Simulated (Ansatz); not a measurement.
# TiSi+ (doublet): wave-function methods side by side, def2-QZVPP

One table from this session's results is given with a row withheld; the runs are named, their logs left out.

The runs use Ansatz 0.2.0, Gaussian basis; def2-QZVPP, core rule «outside noble gas», up to 14 orbitals frozen.

The runs, in order: UHF; ROHF; CCSD(T) on UHF.

**What is computed**

The geometry is a PBE0/def2-TZVP stationary point (not a proven minimum).

2 atoms, charge 1, spin multiplicity 2.

Atoms are counted from 1 here; the program's logs count them from 0.

Bond lengths: Ti1–Si2 2.483 Å.

The first run:

The input, in.yaml:

```yaml
crystal:
  periodic: [false, false, false]
  atoms:
    - {symbol: Ti, position_ang: [0.000000, 0.000000, 0.000000]}
    - {symbol: Si, position_ang: [0.000000, 0.000000, 2.483200]}
basis:
  gaussian: {orbitals: "def2-QZVPP.json"}
total_charge: 1
magnetization: {spin_polarized: true, initial_magnetization: 1}
hamiltonian: {xc: hf}
output: {orbitals: {seedname: orbitals}}
```

Run with:

```sh
ansatz run in.yaml --threads 1 --pin off --events-out ev --progress --plain --max-ram 4096MiB --backend cpu
```

Among the steps run: UHF; ROHF; CCSD(T) on UHF.

One of the session's tables, all rows but one given; the rest of the session is left out.

```
  method  from UCCSD(T) (meV)
    ROHF              +6322.7
     UHF                    ?
    UMP2               +966.5
   UCCSD               +268.0
UCCSD(T)                    0
```

Estimate the missing values for UHF.

**Answer.** from UCCSD(T) (meV): +3725.9. In the column «from UCCSD(T) (meV)» it lies between UMP2 (+966.5) and ROHF (+6322.7).

Caveats from the session: The determinant of HF (⟨S²⟩ 2.65) is far from a pure spin state, so its energy mixes those of several spin states; that is harmless only where they are near-degenerate. The determinant of CCSD(T) (⟨S²⟩ 2.66) is far from a pure spin state, so its energy mixes those of several spin states; high orders of coupled cluster remove much of that, low ones don't. Warnings: spin contamination; coupled cluster took another determinant than the lowest.
